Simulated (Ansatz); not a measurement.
# NaTl3F6: the cost of one run

Program: Ansatz 0.2.0. Level of theory: DFT r2SCAN, scalar-relativistic, plane waves, PAW. These are calculated values, not measurements.

**1. The system as given**

The structure is cubic, space group Fm-3m (No. 225). Conventional cell: a = 8.749 Å, b = 8.749 Å, c = 8.749 Å, α = 90.00°, β = 90.00°, γ = 90.00°. Around Na (site symmetry m-3m) lie 6 F at 2.21 Å. Tl (site symmetry -43m) has 12 F at 3.09 Å in its first shell of neighbours. Tl (site symmetry m-3m) is surrounded by 6 F at 2.16 Å. F (site symmetry 4mm) is surrounded by 5 Tl at 2.16 to 3.09 Å and 1 Na at 2.21 Å.

Coordinates:

```xyz
10
Lattice="0.0000 4.3747 4.3747 4.3747 0.0000 4.3747 4.3747 4.3747 0.0000" Properties=species:S:1:pos:R:3 pbc="T T T"
Na    0.0000    0.0000    0.0000
Tl    2.1874    2.1874    2.1874
Tl    6.5621    6.5621    6.5621
Tl    4.3747    4.3747    4.3747
F     2.2109    4.3747    4.3747
F     6.5385    4.3747    4.3747
F     4.3747    2.2109    4.3747
F     4.3747    6.5385    4.3747
F     4.3747    4.3747    2.2109
F     4.3747    4.3747    6.5385
```

(A quick probe on a coarse mesh, which set the mesh and smearing, is not shown.)

**3. Relaxing cell and atoms**

Input file input.yaml:

```yaml
crystal:
  lattice:
    - [0.0, 4.37470083, 4.37470083]
    - [4.37470083, 0.0, 4.37470083]
    - [4.37470083, 4.37470083, 0.0]
  atoms:
    - { symbol: Na, position: [0.0, 0.0, 0.0] }
    - { symbol: Tl, position: [0.25, 0.25, 0.25] }
    - { symbol: Tl, position: [0.75, 0.75, 0.75] }
    - { symbol: Tl, position: [0.5, 0.5, 0.5] }
    - { symbol: F, position: [0.74730931, 0.25269069, 0.25269069] }
    - { symbol: F, position: [0.25269069, 0.74730931, 0.74730931] }
    - { symbol: F, position: [0.25269069, 0.74730931, 0.25269069] }
    - { symbol: F, position: [0.74730931, 0.25269069, 0.74730931] }
    - { symbol: F, position: [0.25269069, 0.25269069, 0.74730931] }
    - { symbol: F, position: [0.74730931, 0.74730931, 0.25269069] }
basis:
  ecutwfc: 500
kpoints:
  mp_grid: { grid: [6, 6, 6] }
hamiltonian:
  xc: r2scan
scf:
  occupations: { method: gaussian, width: 0.02 }
output:
  forces: true
  stress: true
  eigenvalues: true
relax:
  adjacent_minimum: "off"
  f_tol: 0.01
  max_steps: 80
  cell: { stress_tol: 0.05 }
```

Command:

```bash
$ ansatz run input.yaml --threads 1 --pin off --max-ram 2560MiB --backend cpu --events-out ev --progress --plain --runs-dir out
```

**Question.** How long does this run take on 1 thread of Arm Neoverse V1, shared host, and how much memory does it need?

About 87 s, with a peak of 0.96 GiB.
